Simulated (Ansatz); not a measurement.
**ZrN (doublet): wave-function methods side by side, def2-QZVPP**

One table from this session's results is given with a row withheld; the runs are named, their logs left out.

Program: Ansatz 0.2.0, Gaussian basis. Level of theory: def2-QZVPP, core rule «outside noble gas», up to 5 orbitals frozen. These are calculated values, not measurements.

To be run: UHF; ROHF; CCSD(T) on UHF.

2 further runs of the same task are left out: 2 set aside as unsound or not needed.

**The system**

The geometry is a PBE0/def2-TZVP stationary point (not a proven minimum). No spin-orbit coupling is included. Elements past krypton take def2 core potentials.

2 atoms, charge 0, spin multiplicity 2.

Atoms are counted from 1 here; the program's logs count them from 0.

Bond lengths: Zr1–N2 1.684 Å.

Set-up of the first run:

in.yaml reads:

```yaml
crystal:
  periodic: [false, false, false]
  atoms:
    - {symbol: Zr, position_ang: [0.000000, 0.000000, 0.000000]}
    - {symbol: N, position_ang: [0.000000, 0.000000, 1.683832]}
basis:
  gaussian: {orbitals: "def2-QZVPP.json"}
magnetization: {spin_polarized: true, initial_magnetization: 1}
hamiltonian: {xc: hf}
output: {orbitals: {seedname: orbitals}}
```

Run with:

```sh
$ ansatz run in.yaml --threads 1 --pin off --events-out ev --progress --plain --max-ram 4096MiB --backend cpu
```

Among the steps run: UHF; ROHF; CCSD(T) on UHF.

One table of the session follows, with a row left open; its other results are not shown here.

It belongs to the step «Misses and costs». 

| method | from UCCSD(T) (meV) |
| --- | --- |
| ROHF | ? |
| UHF | +9285.7 |
| UMP2 | -1.6 |
| UCCSD | +654.7 |
| UCCSD(T) | 0 |

Estimate the missing values for ROHF.

**Answer.** from UCCSD(T) (meV): +9340.5. In the column «from UCCSD(T) (meV)» it is the highest.
